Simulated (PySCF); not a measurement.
**BrCl⁻: changing the method**

What do other methods print for BrCl⁻?

Computed with PySCF 2.14.0. Level: each script names its method and basis.

### 1 Where the work starts

BrCl⁻: 2 atoms, charge -1, spin multiplicity 2.

Bond lengths: Br1–Cl2 2.185 Å.

### 2 The run that the others are compared with

Input file input.py:

```python
from pyscf import gto, scf, mp

mol = gto.M(
    atom='Br 0 0 0; Cl 0 0 2.185',
    basis='pcseg-1',
    charge=-1,
    spin=1,
    symmetry=True,
    verbose=4,
)
mf = scf.UHF(mol)
mf = mf.density_fit(auxbasis='def2-universal-jkfit')
mf.kernel()
mp.MP2(mf, frozen=14).kernel()
mf.dip_moment()
print('orbital energies (hartree):', [e[max(0, n-3):n+3].round(4) for e, n in zip(mf.mo_energy, mol.nelec)])
```

Started as:

```bash
OMP_NUM_THREADS=1 python input.py
```

### 3 ROHF

Edit 1 changes SCF type: UHF → ROHF.

Input file input.py:

```python
from pyscf import gto, scf, mp

mol = gto.M(
    atom='Br 0 0 0; Cl 0 0 2.185',
    basis='pcseg-1',
    charge=-1,
    spin=1,
    symmetry=True,
    verbose=4,
)
mf = scf.ROHF(mol)
mf = mf.density_fit(auxbasis='def2-universal-jkfit')
mf.kernel()
mp.MP2(mf, frozen=14).kernel()
mf.dip_moment()
print('orbital energies (hartree):', mf.mo_energy[..., max(0, mol.nelec[1]-3):mol.nelec[0]+3].round(4))
```

### 4 Slater, (UKS)

Edit 2 changes functional: none (Hartree–Fock) → slater,; SCF type: UHF → UKS; step after the SCF: mp2 → analyze.

Input file input.py:

```python
from pyscf import gto, dft

mol = gto.M(
    atom='Br 0 0 0; Cl 0 0 2.185',
    basis='pcseg-1',
    charge=-1,
    spin=1,
    symmetry=True,
    verbose=4,
)
mf = dft.UKS(mol, xc='slater,')
mf = mf.density_fit(auxbasis='def2-universal-jkfit')
mf.kernel()
mf.analyze()
print('orbital energies (hartree):', [e[max(0, n-3):n+3].round(4) for e, n in zip(mf.mo_energy, mol.nelec)])
```

### 5 SCF alone

Edit 3 changes step after the SCF: mp2 → none.

input.py, as its differences from that of step 2:

```diff
@@ -1,2 +1,2 @@
-from pyscf import gto, scf, mp
+from pyscf import gto, scf
 
@@ -13,3 +13,2 @@
 mf.kernel()
-mp.MP2(mf, frozen=14).kernel()
 mf.dip_moment()
```

### 6 Frozen orbitals 15

Edit 4 changes frozen orbitals: 14 → 15.

input.py, as its differences from that of step 2:

```diff
@@ -13,3 +13,3 @@
 mf.kernel()
-mp.MP2(mf, frozen=14).kernel()
+mp.MP2(mf, frozen=15).kernel()
 mf.dip_moment()
```

### 7 Gradient

Edit 5 changes step after the SCF: mp2 → gradient.

input.py, as its differences from that of step 2:

```diff
@@ -1,2 +1,2 @@
-from pyscf import gto, scf, mp
+from pyscf import gto, scf
 
@@ -13,3 +13,3 @@
 mf.kernel()
-mp.MP2(mf, frozen=14).kernel()
+mf.nuc_grad_method().kernel()
 mf.dip_moment()
```

What does the calculation give? Wanted: for each run, E(SCF); from base; gap, α spin; after the SCF.

The runs gave:

| run | E(SCF) (hartree) | from base (eV) | cycles | gap, α spin (eV) | after the SCF |
| --- | --- | --- | --- | --- | --- |
| base | -3031.549664 | 0 | 11 | 20.01 | MP2 correlation -6.971 eV, core frozen |
| ROHF | -3031.544891 | +0.1299 | 10 | n/a | MP2 correlation -7.080 eV, core frozen |
| slater, (UKS) (poor choice) | -3024.495817 | not comparable | 9 | 10.28 | n/a |
| SCF alone | -3031.549664 | 0.0000 | 11 | 20.01 | n/a |
| frozen orbitals 15 | -3031.549664 | 0.0000 | 11 | 20.01 | MP2 correlation -6.896 eV, core frozen |
| gradient | -3031.549664 | 0.0000 | 11 | 20.01 | n/a |

What this shows: Total energies of different functionals can't be compared with each other; differences within one functional can. Rows marked «poor choice» come from settings spoiled on purpose.
